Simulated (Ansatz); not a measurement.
Write a Python script for Ansatz's Python interface that makes a single point in a Gaussian basis of C4H6BF, SMILES BC=C(F)C=C. Use: Hartree-Fock, 6-31G* basis, multiplicity 1.

```csv
atom,x (Å),y (Å),z (Å)
B,-2.5056,0.0361,-0.1131
C,-1.0685,0.4777,-0.4021
C,-0.0666,-0.1813,0.1184
F,-0.1787,-1.2378,0.9457
C,1.3514,0.2291,-0.1791
C,2.3985,-0.3851,0.3508
H,-3.4013,0.7033,-0.6177
H,-2.7810,-0.8166,0.5681
H,-0.8865,1.3461,-1.0097
H,1.5282,1.0863,-0.7887
H,3.3907,-0.0669,0.1373
H,2.2964,-1.2461,1.0243
```

`energy_c4h6bf.py`:
```python
'''Single point of C4H6BF in a Gaussian basis.'''

import sys

import ansatz as az
from ase import Atoms
import numpy as np

atoms = Atoms(['B', 'C', 'C', 'F', 'C', 'C', 'H', 'H', 'H', 'H', 'H', 'H'], positions=[
    [-2.5056, 0.0361, -0.1131],
    [-1.0685, 0.4777, -0.4021],
    [-0.0666, -0.1813, 0.1184],
    [-0.1787, -1.2378, 0.9457],
    [1.3514, 0.2291, -0.1791],
    [2.3985, -0.3851, 0.3508],
    [-3.4013, 0.7033, -0.6177],
    [-2.781, -0.8166, 0.5681],
    [-0.8865, 1.3461, -1.0097],
    [1.5282, 1.0863, -0.7887],
    [3.3907, -0.0669, 0.1373],
    [2.2964, -1.2461, 1.0243],
])
system = az.Crystal.molecule_from_ase(atoms)

calculation = system.calculation().basis(gaussian='6-31G*').functional('hf').forces()
try:
    data = calculation.run(threads=1).report
except az.AnsatzError as error:
    sys.exit(f'{type(error).__name__}: {error}')

for key in ('converged', 'free_energy_ev', 'reference_energy_ev', 'n_frozen', 'n_occupied', 'n_virtual'):
    print(f'{key:22s} {data[key]}')

field = data['mean_field']
print('<S^2> =', round(abs(field['state']['spin_squared']), 4), ' relativity:', field['relativity'])
print('passes:', field['passes'])
if 'symmetry' in field:
    print('occupied orbitals by irrep:', field['symmetry']['occupied'])

symbols = [site.symbol for site in system.cartesian_sites]
print('forces (eV/A)')
for symbol, f in zip(symbols, data['forces_ev_ang']):
    print(f'  {symbol:2s} {f[0]:9.4f} {f[1]:9.4f} {f[2]:9.4f}')

charges = data['charge_distribution']
print('dipole moment', round(4.803205 * float(np.linalg.norm(charges['dipole_moment_e_ang'])), 3), 'D')
print('Mulliken:', [(s, round(q, 3)) for s, q in zip(symbols, charges['mulliken_charges_e'])])
```

```console
$ python energy_c4h6bf.py
converged              True
free_energy_ev         -7592.653404001514
reference_energy_ev    -7592.653404001514
n_frozen               0
n_occupied             [22, 22]
n_virtual              [80, 80]
<S^2> = 0.0  relativity: none
passes: {'evaluations': 12, 'products': 25}
occupied orbitals by irrep: [{'A': 22}, {'A': 22}]
forces (eV/A)
  B    -0.8022    2.2704   -1.4194
  C    -1.9708   -0.1877    0.1689
  C     3.2111    0.1204    0.0169
  F    -0.0570    1.1007   -1.0090
  C    -0.2624   -1.2229    1.3765
  C    -0.5478   -0.8549    0.5429
  H     0.3981   -0.5370    0.2927
  H    -0.3391   -1.5051    1.0560
  H     0.3806   -0.2061   -0.0267
  H    -0.4548    0.1921   -0.3447
  H     0.4120    0.1619   -0.0822
  H     0.0323    0.6683   -0.5720
dipole moment 2.42 D
Mulliken: [('B', 0.19), ('C', -0.437), ('C', 0.497), ('F', -0.376), ('C', -0.227), ('C', -0.375), ('H', -0.068), ('H', -0.028), ('H', 0.205), ('H', 0.216), ('H', 0.194), ('H', 0.209)]
```

Reading the output:
- Total energies depend on the basis set; only differences at equal settings carry meaning.
- The geometry is a force-field or estimated start, not a minimum of this method, and the basis set is short of its limit.
- The whole script took 2 s on 1 thread of Arm Neoverse V2 (shared host), peak memory 0.25 GiB.

(Lines on the test bed's own set-up are left out of the output.)
